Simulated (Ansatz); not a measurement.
**N started on a C site and a C vacancy in diamond C, 15 atoms, charge 0**

Wanted: the effect of changed settings on energy, forces, pressure and convergence.

All numbers are computed with Ansatz 0.2.0 (PAW, plane waves).

1 further run of the same task is left out (it didn't finish).

### 1 The system as built

15 atoms (14 C, 1 N); a = 7.108 Å, b = 3.554 Å, c = 3.554 Å, α = 90.00°, β = 90.00°, γ = 90.00°. All atoms were shaken off their sites by about 0.10 Å along each axis. Defect site 1: (0.500, 0.500, 0.500). Defect site 2: (0.625, 0.250, 0.250). Starting moments add up to 3 μB.

Coordinates:

```
C N
1.0
     7.10761    0.00000    0.00000
     0.00000    3.55380    0.00000
     0.00000    0.00000    3.55380
C N
14 1
Direct
  0.99271 0.00569 0.98378
  0.48596 0.91958 0.04311
  0.11929 0.24541 0.23833
  0.24904 0.47262 0.02224
  0.75984 0.44656 0.98259
  0.36623 0.77551 0.29646
  0.90423 0.75012 0.22582
  0.25593 0.00973 0.50281
  0.75696 0.95950 0.50276
  0.36702 0.22210 0.76736
  0.86776 0.21752 0.71880
  0.01265 0.53480 0.50518
  0.12924 0.69158 0.76453
  0.61384 0.77484 0.78497
  0.49408 0.47420 0.49774
```

### 2 PBEsol single point

in.yaml reads:

```yaml
crystal:
  lattice:
    - [7.107606, 0.000000, 0.000000]
    - [0.000000, 3.553803, 0.000000]
    - [0.000000, 0.000000, 3.553803]
  atoms:
    - { symbol: C, position: [0.992709, 0.005690, 0.983781] }
    - { symbol: C, position: [0.485958, 0.919579, 0.043108], spin: 0.429 }
    - { symbol: C, position: [0.119290, 0.245410, 0.238331] }
    - { symbol: C, position: [0.249036, 0.472616, 0.022239] }
    - { symbol: C, position: [0.759845, 0.446565, 0.982593], spin: 0.429 }
    - { symbol: C, position: [0.366234, 0.775514, 0.296456], spin: 0.429 }
    - { symbol: C, position: [0.904234, 0.750124, 0.225819] }
    - { symbol: C, position: [0.255932, 0.009729, 0.502806] }
    - { symbol: C, position: [0.756962, 0.959502, 0.502764], spin: 0.429 }
    - { symbol: C, position: [0.367021, 0.222097, 0.767355], spin: 0.429 }
    - { symbol: C, position: [0.867758, 0.217525, 0.718800] }
    - { symbol: C, position: [0.012646, 0.534800, 0.505185] }
    - { symbol: C, position: [0.129245, 0.691576, 0.764531] }
    - { symbol: C, position: [0.613840, 0.774839, 0.784969], spin: 0.429 }
    - { symbol: N, position: [0.494078, 0.474201, 0.497738], spin: 0.429 }
kpoints:
  mp_grid: { grid: [2, 2, 2], shift: [0.5, 0.5, 0.5] }
hamiltonian:
  xc: pbesol
magnetization:
  spin_polarized: true
scf:
  occupations: { method: fermi_dirac, width: 0.01 }
output:
  forces: true
  eigenvalues: true
  stress: true
  populations: true
```

Started as:

```
> ansatz run in.yaml --threads 7 --pin off --max-ram 13300MiB --runs-dir r --events-out ev --progress --plain
```

### 3 Changed settings: starting moment 2 μB, functional PBE0, occupations Methfessel–Paxton

in.yaml reads:

```yaml
crystal:
  lattice:
    - [7.107606, 0.000000, 0.000000]
    - [0.000000, 3.553803, 0.000000]
    - [0.000000, 0.000000, 3.553803]
  atoms:
    - { symbol: C, position: [0.992709, 0.005690, 0.983781] }
    - { symbol: C, position: [0.485958, 0.919579, 0.043108] }
    - { symbol: C, position: [0.119290, 0.245410, 0.238331] }
    - { symbol: C, position: [0.249036, 0.472616, 0.022239] }
    - { symbol: C, position: [0.759845, 0.446565, 0.982593] }
    - { symbol: C, position: [0.366234, 0.775514, 0.296456] }
    - { symbol: C, position: [0.904234, 0.750124, 0.225819] }
    - { symbol: C, position: [0.255932, 0.009729, 0.502806] }
    - { symbol: C, position: [0.756962, 0.959502, 0.502764] }
    - { symbol: C, position: [0.367021, 0.222097, 0.767355] }
    - { symbol: C, position: [0.867758, 0.217525, 0.718800] }
    - { symbol: C, position: [0.012646, 0.534800, 0.505185] }
    - { symbol: C, position: [0.129245, 0.691576, 0.764531] }
    - { symbol: C, position: [0.613840, 0.774839, 0.784969] }
    - { symbol: N, position: [0.494078, 0.474201, 0.497738] }
kpoints:
  mp_grid: { grid: [2, 2, 2], shift: [0.5, 0.5, 0.5] }
hamiltonian:
  xc: pbe0
magnetization:
  spin_polarized: true
  initial_magnetization: 2
scf:
  occupations: { method: methfessel_paxton, width: 0.01 }
  max_iter: 70
output:
  forces: true
  eigenvalues: true
  stress: true
```

### 4 Run again with smearing width 0.5 eV

in.yaml reads:

```yaml
crystal:
  lattice:
    - [7.107606, 0.000000, 0.000000]
    - [0.000000, 3.553803, 0.000000]
    - [0.000000, 0.000000, 3.553803]
  atoms:
    - { symbol: C, position: [0.992709, 0.005690, 0.983781] }
    - { symbol: C, position: [0.485958, 0.919579, 0.043108], spin: 0.429 }
    - { symbol: C, position: [0.119290, 0.245410, 0.238331] }
    - { symbol: C, position: [0.249036, 0.472616, 0.022239] }
    - { symbol: C, position: [0.759845, 0.446565, 0.982593], spin: 0.429 }
    - { symbol: C, position: [0.366234, 0.775514, 0.296456], spin: 0.429 }
    - { symbol: C, position: [0.904234, 0.750124, 0.225819] }
    - { symbol: C, position: [0.255932, 0.009729, 0.502806] }
    - { symbol: C, position: [0.756962, 0.959502, 0.502764], spin: 0.429 }
    - { symbol: C, position: [0.367021, 0.222097, 0.767355], spin: 0.429 }
    - { symbol: C, position: [0.867758, 0.217525, 0.718800] }
    - { symbol: C, position: [0.012646, 0.534800, 0.505185] }
    - { symbol: C, position: [0.129245, 0.691576, 0.764531] }
    - { symbol: C, position: [0.613840, 0.774839, 0.784969], spin: 0.429 }
    - { symbol: N, position: [0.494078, 0.474201, 0.497738], spin: 0.429 }
kpoints:
  mp_grid: { grid: [2, 2, 2], shift: [0.5, 0.5, 0.5] }
hamiltonian:
  xc: pbesol
magnetization:
  spin_polarized: true
scf:
  occupations: { method: fermi_dirac, width: 0.5 }
  max_iter: 60
output:
  forces: true
  eigenvalues: true
  stress: true
```

### 5 Variant: occupations Methfessel–Paxton, density threshold 0.01 eV

in.yaml: that of step 4 with these lines changed.

```diff
@@ -28,4 +28,5 @@
 scf:
-  occupations: { method: fermi_dirac, width: 0.5 }
-  max_iter: 60
+  occupations: { method: methfessel_paxton, width: 0.01 }
+  max_iter: 70
+  convergence: { dr2_threshold: 1e-02 }
 output:
```

### 6 Changed settings: starting moment 4 μB

in.yaml reads:

```yaml
crystal:
  lattice:
    - [7.107606, 0.000000, 0.000000]
    - [0.000000, 3.553803, 0.000000]
    - [0.000000, 0.000000, 3.553803]
  atoms:
    - { symbol: C, position: [0.992709, 0.005690, 0.983781] }
    - { symbol: C, position: [0.485958, 0.919579, 0.043108] }
    - { symbol: C, position: [0.119290, 0.245410, 0.238331] }
    - { symbol: C, position: [0.249036, 0.472616, 0.022239] }
    - { symbol: C, position: [0.759845, 0.446565, 0.982593] }
    - { symbol: C, position: [0.366234, 0.775514, 0.296456] }
    - { symbol: C, position: [0.904234, 0.750124, 0.225819] }
    - { symbol: C, position: [0.255932, 0.009729, 0.502806] }
    - { symbol: C, position: [0.756962, 0.959502, 0.502764] }
    - { symbol: C, position: [0.367021, 0.222097, 0.767355] }
    - { symbol: C, position: [0.867758, 0.217525, 0.718800] }
    - { symbol: C, position: [0.012646, 0.534800, 0.505185] }
    - { symbol: C, position: [0.129245, 0.691576, 0.764531] }
    - { symbol: C, position: [0.613840, 0.774839, 0.784969] }
    - { symbol: N, position: [0.494078, 0.474201, 0.497738] }
kpoints:
  mp_grid: { grid: [2, 2, 2], shift: [0.5, 0.5, 0.5] }
hamiltonian:
  xc: pbesol
magnetization:
  spin_polarized: true
  initial_magnetization: 4
scf:
  occupations: { method: fermi_dirac, width: 0.01 }
  max_iter: 90
output:
  forces: true
  eigenvalues: true
  stress: true
```

What does the calculation give? Wanted: for each run, settings; status; energy from base; forces from base.

As calculated:

| settings | status | cycles | time | energy from base (meV/atom) | forces from base (eV/Å rms) | filled to empty level on the mesh (eV) |
| --- | --- | --- | --- | --- | --- | --- |
| base | converged | 20 | 1.6 s (7 CPU threads) | 0 | 0 | 0.47 |
| starting moment 2 μB, functional PBE0, occupations Methfessel–Paxton | converged | 56 | 18 s (7 CPU threads) | - | 0.388 | 2.09 |
| smearing width 0.5 eV | converged, settings too loose | 17 | 1.3 s (7 CPU threads) | -6.3 | 0.134 | - |
| occupations Methfessel–Paxton, density threshold 0.01 eV | converged, settings too loose | 13 | 1.7 s (7 CPU threads) | 0.0 | 0.004 | 0.47 |
| starting moment 4 μB | converged | 18 | 1.3 s (7 CPU threads) | 0.0 | 0.000 | 0.47 |

**Reading.** Among these variants the forces move most with starting moment 2 μB, functional PBE0, occupations Methfessel–Paxton (0.388 eV/Å rms) and least with starting moment 4 μB (0.000).
